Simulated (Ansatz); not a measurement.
# C₇H₁₂O₂: ionisation energy by level of theory

Aim: the vertical ionisation energy of C₇H₁₂O₂, as cation minus neutral at the neutral's geometry, on several levels, and how well −ε(HOMO) stands in for it.

Computed with Ansatz 0.2.0, Gaussian basis. Level: unrestricted cation, the program's frozen cores in correlated methods.

Plan: UKS PBE-D4/def2-TZVPP; UKS r2SCAN-D4/def2-TZVPP; UKS PBE0-D4/def2-TZVPP; UKS B3LYP-D4/def2-TZVPP; UKS wB97X-V/def2-TZVPP; UKS wB97M-V/def2-TZVPP; UKS B2PLYP/def2-TZVPP; UHF-CCSD(T)/def2-TZVPP; UHF-MP2/def2-QZVPP; extrapolation to the limit; then −ε(HOMO) from the neutral's earlier runs with LDA (SPW92), PBE-D4, revPBE-D4, BLYP-D4, r2SCAN-D4, B97M-V, PBE0-D4, B3LYP-D4, r2SCANh-D4, r2SCAN0-D4, HSE06-D4, BHLYP-D4, CAM-B3LYP-D4, LC-ωPBE, ωB97X-V, ωB97M-V.

### 1 Structure used throughout

All runs share one geometry, relaxed beforehand with PBE0-D4 in a triple-zeta def2 set.

SMILES `C=CCCC(=O)OCC`, 21 atoms, charge 0, spin multiplicity 1.

Atoms are counted from 1 here; the program's logs count them from 0.

Bond lengths: C1–C2 1.325 Å, C1–H10 1.084 Å, C1–H11 1.086 Å, C2–C3 1.493 Å, C2–H12 1.087 Å, C3–C4 1.523 Å, C3–H13 1.095 Å, C3–H14 1.093 Å, C4–C5 1.505 Å, C4–H15 1.096 Å, C4–H16 1.093 Å, C5–O6 1.203 Å, C5–O7 1.338 Å, O7–C8 1.434 Å, C8–C9 1.509 Å, C8–H17 1.091 Å, C8–H18 1.091 Å, C9–H19 1.092 Å and more. Angles: C2–C1–H10 121.6°, C2–C1–H11 121.5°, H10–C1–H11 116.9°, C1–C2–C3 124.6°, C1–C2–H12 119.6°, C3–C2–H12 115.8°, C2–C3–C4 112.9°, C2–C3–H13 109.3°, C2–C3–H14 109.6°, C4–C3–H13 108.4°, C4–C3–H14 108.9°, H13–C3–H14 107.6°, C3–C4–C5 113.3°, C3–C4–H15 110.4°, C3–C4–H16 111.5°, C5–C4–H15 106.4°, C5–C4–H16 108.7°, H15–C4–H16 106.1° and more.

### 2 Cation, UKS PBE-D4/def2-TZVPP

in.yaml reads:

```yaml
crystal:
  periodic: [false, false, false]
  atoms:
    - {symbol: C, position_ang: [-1.908153, -0.079172, -3.370679]}
    - {symbol: C, position_ang: [-1.148438, 0.349251, -2.372655]}
    - {symbol: C, position_ang: [0.264282, -0.074966, -2.140171]}
    - {symbol: C, position_ang: [0.450103, -0.817440, -0.823213]}
    - {symbol: C, position_ang: [0.245930, 0.054206, 0.385950]}
    - {symbol: O, position_ang: [0.221070, 1.256880, 0.377184]}
    - {symbol: O, position_ang: [0.114657, -0.686819, 1.492556]}
    - {symbol: C, position_ang: [-0.028162, 0.027281, 2.727563]}
    - {symbol: C, position_ang: [1.313001, 0.423968, 3.293981]}
    - {symbol: H, position_ang: [-2.930857, 0.258825, -3.491459]}
    - {symbol: H, position_ang: [-1.531507, -0.780417, -4.109777]}
    - {symbol: H, position_ang: [-1.555106, 1.056681, -1.653799]}
    - {symbol: H, position_ang: [0.911253, 0.808121, -2.132629]}
    - {symbol: H, position_ang: [0.594132, -0.718596, -2.960033]}
    - {symbol: H, position_ang: [1.468356, -1.215735, -0.749398]}
    - {symbol: H, position_ang: [-0.218324, -1.678745, -0.750517]}
    - {symbol: H, position_ang: [-0.548650, -0.668239, 3.386788]}
    - {symbol: H, position_ang: [-0.658128, 0.902034, 2.558359]}
    - {symbol: H, position_ang: [1.951014, -0.451383, 3.431393]}
    - {symbol: H, position_ang: [1.817237, 1.131180, 2.634250]}
    - {symbol: H, position_ang: [1.176280, 0.903083, 4.266315]}
basis:
  gaussian: {orbitals: def2-TZVPP}
total_charge: 1
magnetization: {spin_polarized: true, initial_magnetization: 1}
hamiltonian: {xc: pbe, dispersion: d4}
```

Run with:

```bash
$ ansatz run in.yaml --threads 4 --pin off --events-out ev --progress --plain --max-ram 66560MiB --backend cuda --devices 0, --max-vram 37GiB
```

After this run come: Cation, UKS r2SCAN-D4/def2-TZVPP; Cation, UKS PBE0-D4/def2-TZVPP; Cation, UKS B3LYP-D4/def2-TZVPP; Cation, UKS wB97X-V/def2-TZVPP; Cation, UKS wB97M-V/def2-TZVPP; Cation, UKS B2PLYP (frozen core)/def2-TZVPP; Cation, UHF-CCSD(T)/def2-TZVPP; Cation, UHF-MP2/def2-QZVPP.

**Question.** What will the summary of the whole plan be? Wanted: ionisation energy, CCSD(T)/CBS; nearest functional by difference; nearest −ε(HOMO); −ε(HOMO) of PBE; T1 of the cation.

As calculated:

```
                        quantity               value
  ionisation energy, CCSD(T)/CBS             9.95 eV
nearest functional by difference   B2PLYP (-0.29 eV)
                nearest −ε(HOMO)  ωB97X-V (-0.16 eV)
                 −ε(HOMO) of PBE             6.29 eV
                T1 of the cation               0.017
```

**Reading.** Energy differences with functionals land within 0.95 eV of the reference. −ε(HOMO) of PBE misses by 3.7 eV, since self-interaction lifts the level. Among orbital estimates ωB97X-V comes nearest. Hartree-Fock falls 1.68 eV short, as the neutral has more correlation energy than the cation.
